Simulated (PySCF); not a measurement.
# C₅H₁₁ClGe: circular dichroism and optical rotation

Wanted: circular dichroism and optical rotation for C₅H₁₁ClGe (`C[C@H]1C[C@H](Cl)[CH2][GeH2]1`).

Programs: PySCF 2.14.0, with routines of our own; each step states its level. All values are computed. Atoms count from 0.

## (1) The system as given

18 atoms, charge 0, multiplicity 1; geometry from: GFN2-xTB.

## (2) Circular dichroism and optical rotation: TDDFT wB97X-D/def2-SVPD

What the job is given:

```
{"job": {"kind": "ecd", "xc": "wB97X-D", "basis": "def2-SVPD", "nstates": 16}, "charge": 0, "multiplicity": 1}
C      2.156832    -0.492144     0.034417
C      0.790748    -0.494116    -0.636541
C     -0.308774    -0.990857     0.311669
C     -1.651558    -0.401724    -0.093668
Cl    -2.014904    -0.939199    -1.753975
C     -1.543279     1.109777    -0.144075
Ge     0.126246     1.310627    -1.194453
H      2.409989    -1.488657     0.395208
H      2.167664     0.191821     0.882271
H      2.925037    -0.175655    -0.668402
H      0.830870    -1.154443    -1.505409
H     -0.096017    -0.649977     1.329016
H     -0.355988    -2.081510     0.325121
H     -2.464918    -0.761031     0.541784
H     -1.436943     1.503702     0.867645
H     -2.431598     1.554266    -0.586503
H     -0.097127     1.511860    -2.665321
H      0.984962     2.453576    -0.715200
```

Level: TDDFT wB97X-D/def2-SVPD circular dichroism and optical rotation, one conformer, gas phase.

Run with:

```console
$ OMP_NUM_THREADS=1 python excited_run.py task.json out
```

One launch serves the whole session: the jobs run in the order shown.

Standard output:

```text
coarse grid: 66824 points
cycle   1  E = -2733.7790381632  dE =  3.281e-01  |g| = 4.827e-01  |ddm| = 6.123e+00
cycle   2  E = -2733.7971307249  dE = -1.809e-02  |g| = 4.441e-01  |ddm| = 1.493e+00
cycle   3  E = -2733.8276496815  dE = -3.052e-02  |g| = 3.337e-02  |ddm| = 7.036e-01
cycle   4  E = -2733.8279249732  dE = -2.753e-04  |g| = 1.743e-02  |ddm| = 1.124e-01
cycle   5  E = -2733.8280048371  dE = -7.986e-05  |g| = 3.919e-03  |ddm| = 4.364e-02
cycle   6  E = -2733.8280094545  dE = -4.617e-06  |g| = 1.364e-03  |ddm| = 1.168e-02
final grid: 139920 points
cycle   7  E = -2733.8270597834  dE = -1.915e-06  |g| = 1.220e-03  |ddm| = 1.990e-02
cycle   8  E = -2733.8270598344  dE = -5.100e-08  |g| = 1.201e-03  |ddm| = 5.183e-03
cycle   9  E = -2733.8270601160  dE = -2.816e-07  |g| = 8.237e-05  |ddm| = 2.172e-03
cycle  10  E = -2733.8270601189  dE = -2.905e-09  |g| = 4.393e-05  |ddm| = 3.570e-04
cycle  11  E = -2733.8270601195  dE = -6.266e-10  |g| = 1.107e-05  |ddm| = 1.387e-04
converged SCF energy = -2733.8270601195

Singlet excitations and rotatory strengths (1e-40 esu^2 cm^2)
state   eV       nm     f(len)   f(vel)    R(len)    R(vel)   main configurations
  1   7.4666   166.1  0.02224  0.02174     3.437     3.225   H->L+1 0.42, H->L 0.38
  2   7.5458   164.3  0.00045  0.00077     2.355     3.329   H-1->L 0.18, H-1->L+2 0.16, H-1->L+1 0.15
  3   7.6028   163.1  0.00875  0.00967     0.774     0.717   H-2->L 0.17, H-2->L+1 0.14, H-2->L+2 0.13
  4   7.6993   161.0  0.03594  0.03737    -5.775    -5.529   H->L+1 0.38, H->L 0.38, H->L+4 0.11
  5   8.0625   153.8  0.02438  0.02521   -60.557   -61.713   H->L+2 0.54, H->L+5 0.13
  6   8.2006   151.2  0.04127  0.04196   -75.973   -76.410   H-3->L+1 0.25, H-1->L+1 0.24, H->L+4 0.12
  7   8.2763   149.8  0.03133  0.03159   102.465   102.866   H-3->L+1 0.14, H->L+2 0.13, H->L+3 0.13
  8   8.3828   147.9  0.03473  0.03498    28.504    28.406   H-1->L 0.28, H-4->L+1 0.13, H-1->L+2 0.11
  9   8.4258   147.1  0.00869  0.00873   -10.089   -11.067   H-4->L+1 0.22, H-2->L 0.20, H-2->L+1 0.09
 10   8.4533   146.7  0.01270  0.01247   -14.998   -13.786   H->L+4 0.18, H->L+5 0.13, H-2->L+1 0.13
 11   8.4923   146.0  0.18262  0.18531   -54.717   -54.634   H->L+3 0.42, H-3->L+1 0.10, H->L+4 0.09
 12   8.6796   142.8  0.11914  0.11900   -34.058   -34.070   H-3->L 0.60
 13   8.7780   141.2  0.03402  0.03636    12.954    12.302   H-4->L 0.19, H-3->L+2 0.12, H->L+5 0.10
 14   8.8088   140.8  0.06982  0.07116     3.497     3.367   H-4->L 0.20, H->L+6 0.16, H-3->L+2 0.09
 15   8.8808   139.6  0.01288  0.01304   -10.062   -10.452   H-1->L+2 0.12, H-1->L+5 0.12, H-1->L+1 0.12
 16   8.9788   138.1  0.00567  0.00588    -3.112    -3.268   H->L+6 0.20, H->L+5 0.16, H->L+8 0.09

Specific rotation (deg / (dm g/mL))
    nm     length   length(OI)   velocity    alpha(len)  alpha(vel)
  633.0     -31.07     -30.43     -33.99      100.662    100.776
  589.3     -36.79     -36.05     -40.16      101.019    101.135
  546.0     -44.26     -43.40     -48.19      101.466    101.583
  436.0     -79.12     -77.75     -85.30      103.319    103.443
  405.0     -97.20     -95.61    -104.36      104.163    104.291
  365.0    -132.19    -130.23    -141.02      105.633    105.766
  355.0    -144.09    -142.02    -153.43      106.092    106.227
```

It took 3.7 min on 1 thread of Arm Neoverse V1, shared host; peak memory 1.2 GiB.

The fields below are evaluated on a grid from the run's orbitals.

Frontier orbitals at wB97X-D/def2-SVPD, with the share of their density that lies nearest to each atom:

| orbital | energy (eV) | lies on |
| --- | --- | --- |
| HOMO | -9.55 | C1 29 %; Ge6 19 %; C5 13 % |
| LUMO | 1.99 | Cl4 16 %; H16, H17 about 15 % each; H8, H9 about 8 % each |

ELF in a plane through or near 7 of the atoms.

Values, 10 rows by 14 columns:
```
0.00 0.00 0.00 0.00 0.00 0.00 0.00 0.00 0.00 0.00 0.00 0.00 0.00 0.00
0.00 0.00 0.00 0.00 0.00 0.01 0.06 0.03 0.01 0.00 0.00 0.00 0.00 0.00
0.00 0.00 0.00 0.00 0.00 0.50 0.92 0.67 0.18 0.02 0.00 0.00 0.00 0.00
0.00 0.00 0.07 0.48 0.03 0.13 0.43 0.51 0.17 0.28 0.25 0.32 0.00 0.00
0.00 0.01 0.75 0.99 0.81 0.33 0.75 0.19 0.68 0.61 0.99 0.99 0.06 0.00
0.00 0.01 0.11 0.71 0.37 0.86 0.64 0.27 0.49 0.92 0.18 0.07 0.00 0.00
0.00 0.00 0.79 1.00 0.92 0.04 0.49 0.40 0.85 0.96 0.90 0.06 0.00 0.00
0.00 0.00 0.01 0.20 0.01 0.12 0.92 0.86 0.05 0.85 0.95 0.08 0.00 0.00
0.00 0.00 0.00 0.00 0.00 0.00 0.10 0.07 0.00 0.00 0.00 0.00 0.00 0.00
0.00 0.00 0.00 0.00 0.00 0.00 0.00 0.00 0.00 0.00 0.00 0.00 0.00 0.00
```
The map spans 10.9 Å across and 10.3 Å up, centred on the molecule. Atoms in the plane (x, y in Å): C0 (-2.2, 0.0), C2 (0.0, -1.2), C3 (1.5, -0.9), Ge6 (0.3, 1.6), H7 (-2.8, -1.0), H13 (2.1, -1.7), H15 (2.8, 0.8).

On the surface of density 0.002 e/bohr³ the electrostatic potential runs, from the 1st to the 99th percentile, from -0.76 V near Cl4 to 0.93 V near H13.

## (3) What came out

| quantity | value |
| --- | --- |
| state of largest rotatory strength (velocity form) among 16 (step 2, TDDFT wB97X-D/def2-SVPD) | 8.28 eV, R = +102.9 (velocity), +102.5 (length) ·10⁻⁴⁰ esu² cm² |
| specific rotation at 633.0 nm (step 2, TDDFT wB97X-D/def2-SVPD) | -34.0 (velocity), -31.1 (length) |
| surface potential, 1st and 99th percentile | -0.76 V and 0.93 V |

**Reading.** Steps that list no spin-orbit terms leave them out, which matters at and beside the heavy atoms. Rotations belong to one conformer.
